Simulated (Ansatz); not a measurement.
# CH7GeN: up Jacob's ladder to CCSD(T)

One table from this session's results is given with a row withheld; the runs are named, their logs left out.

Computed with Ansatz 0.2.0, Gaussian basis. Level: functionals in def2-TZVPP, the program's frozen cores in correlated methods.

Plan: LDA (SPW92), PBE-D4, revPBE-D4, BLYP-D4, r2SCAN-D4, B97M-V, PBE0-D4, B3LYP-D4, r2SCANh-D4, r2SCAN0-D4, HSE06-D4, BHLYP-D4, CAM-B3LYP-D4, LC-ωPBE, ωB97X-V, ωB97M-V, B2PLYP, PBE-QIDH; CCSD(T)/def2-SVP; CCSD(T)/def2-TZVPP; MP2/def2-QZVPP; extrapolation to the limit; RPA on PBE.

### The relaxed structure

An earlier PBE0-D4 in a triple-zeta def2 set relaxation fixed the geometry.

SMILES `C[NH][GeH3]`, 10 atoms, charge 0, spin multiplicity 1.

Atoms are counted from 1 here; the program's logs count them from 0.

Bond lengths: C1–N2 1.450 Å, C1–H4 1.094 Å, C1–H5 1.100 Å, C1–H6 1.094 Å, N2–Ge3 1.838 Å, N2–H7 1.010 Å, Ge3–H8 1.536 Å, Ge3–H9 1.537 Å, Ge3–H10 1.549 Å. Angles: N2–C1–H4 110.2°, N2–C1–H5 114.8°, N2–C1–H6 109.5°, H4–C1–H5 107.8°, H4–C1–H6 106.9°, H5–C1–H6 107.3°, C1–N2–Ge3 118.0°, C1–N2–H7 111.6°, Ge3–N2–H7 112.7°, N2–Ge3–H8 107.2°, N2–Ge3–H9 107.0°, N2–Ge3–H10 113.3°, H8–Ge3–H9 111.4°, H8–Ge3–H10 109.6°, H9–Ge3–H10 108.4°.

The first run:

Input file in.yaml:

```yaml
crystal:
  periodic: [false, false, false]
  atoms:
    - {symbol: C, position_ang: [-0.831171, 0.706611, -0.869803]}
    - {symbol: N, position_ang: [-0.338198, -0.565503, -0.378231]}
    - {symbol: Ge, position_ang: [0.831330, -0.549318, 1.040124]}
    - {symbol: H, position_ang: [-1.629257, 0.546206, -1.600541]}
    - {symbol: H, position_ang: [-0.068665, 1.345923, -1.339503]}
    - {symbol: H, position_ang: [-1.267528, 1.273534, -0.042429]}
    - {symbol: H, position_ang: [-0.027720, -1.161346, -1.132716]}
    - {symbol: H, position_ang: [1.240795, -2.005141, 1.307677]}
    - {symbol: H, position_ang: [0.076794, 0.051578, 2.237309]}
    - {symbol: H, position_ang: [2.096921, 0.306254, 0.781014]}
basis:
  gaussian: {orbitals: def2-TZVPP}
hamiltonian: {xc: lda}
output: {orbitals: {seedname: orbitals}}
```

Steps of the session up to this table: LDA; PBE-D4 (GGA); revPBE-D4 (GGA); BLYP-D4 (GGA); r2SCAN-D4 (meta-GGA); B97M-V (meta-GGA); PBE0-D4 (hybrid); B3LYP-D4 (hybrid); r2SCANh-D4 (hybrid); r2SCAN0-D4 (hybrid); HSE06-D4 (hybrid); BHLYP-D4 (hybrid); CAM-B3LYP-D4 (range-separated); LC-ωPBE-D4 (range-separated; the results give it without D4); ωB97X-V (range-separated); ωB97M-V (range-separated); B2PLYP (double hybrid); PBE-QIDH (double hybrid).

One of the session's tables, all rows but one given; the rest of the session is left out.

It belongs to the step «Orbital energies across the functionals». 

| functional | HOMO (eV) | LUMO (eV) | gap (eV) |
| --- | --- | --- | --- |
| LDA (SPW92) | -5.36 | -0.50 | 4.86 |
| PBE-D4 | -5.28 | -0.27 | 5.01 |
| revPBE-D4 | -5.24 | -0.15 | 5.09 |
| BLYP-D4 | ? | ? | ? |
| r2SCAN-D4 | -5.55 | 0.18 | 5.72 |
| B97M-V | -5.72 | -0.12 | 5.60 |
| PBE0-D4 | -6.66 | 0.56 | 7.22 |
| B3LYP-D4 | -6.43 | 0.28 | 6.71 |
| r2SCANh-D4 | -6.07 | 0.45 | 6.51 |
| r2SCAN0-D4 | -6.85 | 0.84 | 7.68 |
| HSE06-D4 | -6.25 | 0.19 | 6.44 |
| BHLYP-D4 | -7.98 | 1.29 | 9.26 |
| CAM-B3LYP-D4 | -8.05 | 1.44 | 9.49 |
| LC-ωPBE | -9.41 | 2.70 | 12.11 |
| ωB97X-V | -9.08 | 2.50 | 11.57 |
| ωB97M-V | -8.99 | 2.16 | 11.15 |

Q: Estimate the row for BLYP-D4 from the others.

Worked estimate for «HOMO (eV)». Against the share of exact exchange, B3LYP-D4 (0.2, -6.43), BHLYP-D4 (0.5, -7.98) give a slope of -5.17 per unit share; at 0 the line stands at -5.40.

The run gave: HOMO (eV): -5.17; LUMO (eV): -0.21; gap (eV): 4.96. In «HOMO (eV)» the line misses by -0.23.
